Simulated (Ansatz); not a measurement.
# H₇N₃OTi: up Jacob's ladder to CCSD(T)

The task here is to estimate one member of a computed series from the others.

Method: functionals in def2-TZVPP, the program's frozen cores in correlated methods; program: Ansatz 0.2.0, Gaussian basis.

Levels to be run: LDA (SPW92), PBE-D4, revPBE-D4, BLYP-D4, r2SCAN-D4, B97M-V, PBE0-D4, B3LYP-D4, r2SCANh-D4, r2SCAN0-D4, HSE06-D4, BHLYP-D4, CAM-B3LYP-D4, LC-ωPBE, ωB97X-V, ωB97M-V, B2PLYP, PBE-QIDH; CCSD(T)/def2-SVP; CCSD(T)/def2-TZVPP; MP2/def2-QZVPP; extrapolation to the limit; RPA on PBE.

## The geometry

An earlier PBE0-D4 in a triple-zeta def2 set relaxation fixed the geometry.

SMILES `[NH2][Ti]([NH2])([NH2])[OH]`, 12 atoms, charge 0, spin multiplicity 1.

Atoms are counted from 1 here; the program's logs count them from 0.

Bond lengths: N1–Ti2 1.889 Å, N1–H6 1.011 Å, N1–H7 1.009 Å, Ti2–N3 1.891 Å, Ti2–N4 1.889 Å, Ti2–O5 1.807 Å, N3–H8 1.009 Å, N3–H9 1.010 Å, N4–H10 1.011 Å, N4–H11 1.010 Å, O5–H12 0.956 Å. Angles: Ti2–N1–H6 124.5°, Ti2–N1–H7 125.0°, H6–N1–H7 110.4°, N1–Ti2–N3 106.2°, N1–Ti2–N4 105.7°, N1–Ti2–O5 113.8°, N3–Ti2–N4 110.8°, N3–Ti2–O5 110.6°, N4–Ti2–O5 109.6°, Ti2–N3–H8 124.6°, Ti2–N3–H9 124.9°, H8–N3–H9 110.3°, Ti2–N4–H10 122.8°, Ti2–N4–H11 125.4°, H10–N4–H11 109.9°, Ti2–O5–H12 135.3°.

The first run:

File in.yaml:

```yaml
crystal:
  periodic: [false, false, false]
  atoms:
    - {symbol: N, position_ang: [-1.545378, 0.423805, -0.696320]}
    - {symbol: Ti, position_ang: [0.143683, 0.173736, 0.112791]}
    - {symbol: N, position_ang: [-0.093433, -1.165819, 1.426464]}
    - {symbol: N, position_ang: [1.285791, -0.431492, -1.264090]}
    - {symbol: O, position_ang: [0.828019, 1.673842, 0.852331]}
    - {symbol: H, position_ang: [-2.385594, 0.685664, -0.199539]}
    - {symbol: H, position_ang: [-1.732815, 0.337105, -1.683652]}
    - {symbol: H, position_ang: [-0.810764, -1.875244, 1.397939]}
    - {symbol: H, position_ang: [0.422904, -1.223339, 2.292823]}
    - {symbol: H, position_ang: [1.932871, 0.176959, -1.746704]}
    - {symbol: H, position_ang: [1.516053, -1.396475, -1.450941]}
    - {symbol: H, position_ang: [0.515462, 2.566158, 0.992798]}
basis:
  gaussian: {orbitals: def2-TZVPP}
hamiltonian: {xc: lda}
output: {orbitals: {seedname: orbitals}}
```

The run is started by

```sh
> ansatz run in.yaml --threads 4 --pin off --events-out ev --progress --plain --max-ram 11315MiB
```

Steps of the session up to this table: LDA; PBE-D4 (GGA); revPBE-D4 (GGA); BLYP-D4 (GGA); r2SCAN-D4 (meta-GGA); B97M-V (meta-GGA); B3LYP-D4 (hybrid); r2SCANh-D4 (hybrid); r2SCAN0-D4 (hybrid); HSE06-D4 (hybrid); BHLYP-D4 (hybrid); CAM-B3LYP-D4 (range-separated); LC-ωPBE (range-separated); ωB97X-V (range-separated); ωB97M-V (range-separated); B2PLYP (double hybrid); PBE-QIDH (double hybrid).

One of the session's tables, all rows but one given; the rest of the session is left out.

It belongs to the step «Frontier levels by functional». 

```
  functional  HOMO (eV)  gap (eV)
 LDA (SPW92)      -5.69      3.71
      PBE-D4      -5.50      3.73
   revPBE-D4      -5.43      3.74
     BLYP-D4      -5.39      3.70
   r2SCAN-D4      -5.77      4.13
      B97M-V      -5.84      4.18
     PBE0-D4          ?         ?
    B3LYP-D4      -6.64      5.60
  r2SCANh-D4      -6.29      5.04
  r2SCAN0-D4      -7.07      6.42
    HSE06-D4      -6.46      5.34
    BHLYP-D4      -8.16      8.60
CAM-B3LYP-D4      -8.30      8.68
     LC-ωPBE      -9.69     11.26
     ωB97X-V      -9.32     10.83
     ωB97M-V      -9.23     10.41
```

Estimate the missing values for PBE0-D4.

**Answer.** HOMO (eV): -6.87; gap (eV): 6.13. In the column «HOMO (eV)» it lies between r2SCAN0-D4 (-7.07) and B3LYP-D4 (-6.64).
